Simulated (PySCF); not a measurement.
**RuSH2: relaxation and vibrations of the triplet**

The task is one start of a wider search on RuSH2: the triplet, from a trigonal pyramidal start. It is relaxed, tested by its Hessian and followed downhill if it is a saddle.

The runs use PySCF 2.14.0; PBE0, basis Ru def2-TZVP with ECP28, S def2-TZVP, H def2-TZVP, scalar-relativistic core potentials, no spin–orbit coupling, density fitting.

**1. Where the work starts**

4 atoms, charge 0, spin multiplicity 3.

Bond lengths: Ru1–S2 2.080 Å, Ru1–H3 1.570 Å, Ru1–H4 1.570 Å. Angles: S2–Ru1–H3 99.8°, S2–Ru1–H4 99.8°, H3–Ru1–H4 99.8°.

```xyz
4
charge 0 multiplicity 3
Ru    0.0000    0.0000    0.0000
S    -0.9183   -1.5905    0.9765
H     1.3862    0.0000    0.7371
H    -0.6931    1.2005    0.7371
```

**2. First SCF at the start**

The steps below are one call of a driver around PySCF. For each, scf.py gives the equivalent set-up of the SCF; relaxations use the driver's own optimiser. After this first run the driver tries any further starts and a stability analysis.

scf.py reads:

```python
from pyscf import gto, scf, dft
mol = gto.M(atom='''
Ru     0.000000     0.000000     0.000000
S     -0.918300    -1.590500     0.976500
H      1.386200     0.000000     0.737100
H     -0.693100     1.200500     0.737100''',
    basis={'Ru': 'def2-TZVP', 'S': 'def2-TZVP', 'H': 'def2-TZVP'},
    ecp={'Ru': 'def2-TZVP'},
    charge=0, spin=2)
mf = dft.UKS(mol, xc='PBE0')
mf.grids.atom_grid = (50, 194)
aux = {'Ru': 'def2-universal-JKFIT', 'S': 'def2-universal-JKFIT', 'H': 'def2-universal-JKFIT'}
mf = mf.density_fit(auxbasis=aux)
mf.conv_tol = 1e-08
mf.diis_space = 10
mf.max_cycle = 60
mf.init_guess = 'minao'
mf.verbose = 4
mf.kernel()
```

The run is started by

```sh
$ OMP_NUM_THREADS=2 python axn.py task.json out
```

After this run come: Relaxation: trigonal pyramidal start, triplet; Is it a minimum? Harmonic modes.

**Question.** What will these runs give? Wanted: minimum; geometry; wavenumbers; dipole moment; highest occupied, lowest empty level; polar-tensor charge of Ru1; zero-point energy; atomisation energy; ⟨S²⟩.

As calculated:

| quantity | value |
| --- | --- |
| minimum | triplet, Cs |
| geometry | Ru–H 1.554 Å (×2), Ru–S 2.029 Å; H–Ru–H 86.3°, H–Ru–S 93.5° (×2) |
| wavenumbers (cm⁻¹) | 564 (a'), 567 (a''), 572 (a'), 668 (a'), 2172 (a''), 2212 (a') |
| dipole moment | 3.00 D |
| highest occupied, lowest empty level (either spin) | -6.57, -3.02 eV |
| polar-tensor charge of Ru1 | +0.61 e |
| zero-point energy | 40.4 kJ/mol |
| entropy at 298.15 K | 280.7 J/(mol K) |
| atomisation energy (no zero-point energy) | 931 kJ/mol |
| ⟨S²⟩ | 2.022 |

What this shows: The molecule stays Cs, as typed, and the end point is a minimum. The strongest infrared band lies at 572 cm⁻¹ (a', bend). Most of the spin sits on Ru1 (Mulliken spin 1.35, against 2 for the whole molecule). Only this shape and spin were tried, so other structures or states may lie lower. One determinant may miss the lowest occupation of an open d or f shell.
